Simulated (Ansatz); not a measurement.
# Sc2BP3: the cost of one run

Program: Ansatz 0.2.0. Level of theory: DFT PBE, scalar-relativistic, plane waves, PAW. These are calculated values, not measurements.

## (1) The starting structure

It takes space group P4/mmm (No. 123, tetragonal). The conventional cell has a = 3.333 Å, b = 3.333 Å, c = 8.210 Å, α = 90.00°, β = 90.00°, γ = 90.00°. Sc (site symmetry 4mm) has 1 B at 2.49 Å and 8 P at 2.74 to 2.86 Å as nearest neighbours. B (site symmetry 4/mmm) is surrounded by 2 Sc at 2.49 Å. P (site symmetry 4mm) has 1 P at 2.17 Å and 4 B at 2.60 Å and 4 Sc at 2.74 Å as nearest neighbours. P (site symmetry 4/mmm) has 8 Sc at 2.86 Å as nearest neighbours.

Structure file:

```
CELL_PARAMETERS angstrom
3.33348 0.00000 0.00000
0.00000 3.33348 0.00000
0.00000 0.00000 8.21011
ATOMIC_POSITIONS crystal
Sc 0.50000 0.50000 0.30282
Sc 0.50000 0.50000 0.69718
B 0.50000 0.50000 0.00000
P 0.00000 0.00000 0.86768
P 0.00000 0.00000 0.13232
P 0.00000 0.00000 0.50000
```

The cell was relaxed beforehand at this level, from a database cell with other species swapped in; it needn't be the stable form of this composition. At a tolerance of 0.05 Å it has space group P4/mmm (No. 123); it has 15.21 Å³/atom, an uncorrected energy of -0.29 eV/atom over the elements.

## (2) Bands, states and charges

The input, input.yaml:

```yaml
crystal:
  lattice:
    - [3.333482815, 0.0, 0.0]
    - [0.0, 3.333482815, 0.0]
    - [0.0, 0.0, 8.2101067388]
  atoms:
    - { symbol: Sc, position: [0.5, 0.5, 0.3028191633] }
    - { symbol: Sc, position: [0.5, 0.5, 0.6971808367] }
    - { symbol: B, position: [0.5, 0.5, 0.0] }
    - { symbol: P, position: [0.0, 0.0, 0.8676801167] }
    - { symbol: P, position: [0.0, 0.0, 0.1323198833] }
    - { symbol: P, position: [0.0, 0.0, 0.5] }
basis:
  ecutwfc: 420
kpoints:
  mp_grid: { grid: [12, 12, 6] }
  band_path:
    path:
      - [[0.0, 0.0, 0.0], [0.0, 0.5, 0.0], [0.5, 0.5, 0.0], [0.0, 0.0, 0.0], [0.0, 0.0, 0.5], [0.0, 0.5, 0.5], [0.5, 0.5, 0.5], [0.0, 0.0, 0.5]]
      - [[0.0, 0.5, 0.0], [0.0, 0.5, 0.5]]
      - [[0.5, 0.5, 0.0], [0.5, 0.5, 0.5]]
    npoints: 14
hamiltonian:
  xc: pbe
scf:
  occupations: { method: gaussian, width: 0.1 }
  n_extra_bands: 15
output:
  forces: true
  stress: true
  eigenvalues: true
  populations: true
  dos: { projected: true, de: 0.02, nscf_kmesh: { grid: [15, 15, 8] } }
  bader: true
  write_density: true
  write_potential: true
  elf: true
  volumetric_format: npy
```

Launch:

```
> ansatz run input.yaml --threads 1 --pin off --max-ram 2560MiB --backend cpu --events-out ev --progress --plain --runs-dir out
```

What time and memory should one allow on 1 thread of Intel Xeon 6975P-C (Granite Rapids), shared host?

About 51 s, with a peak of 0.68 GiB.
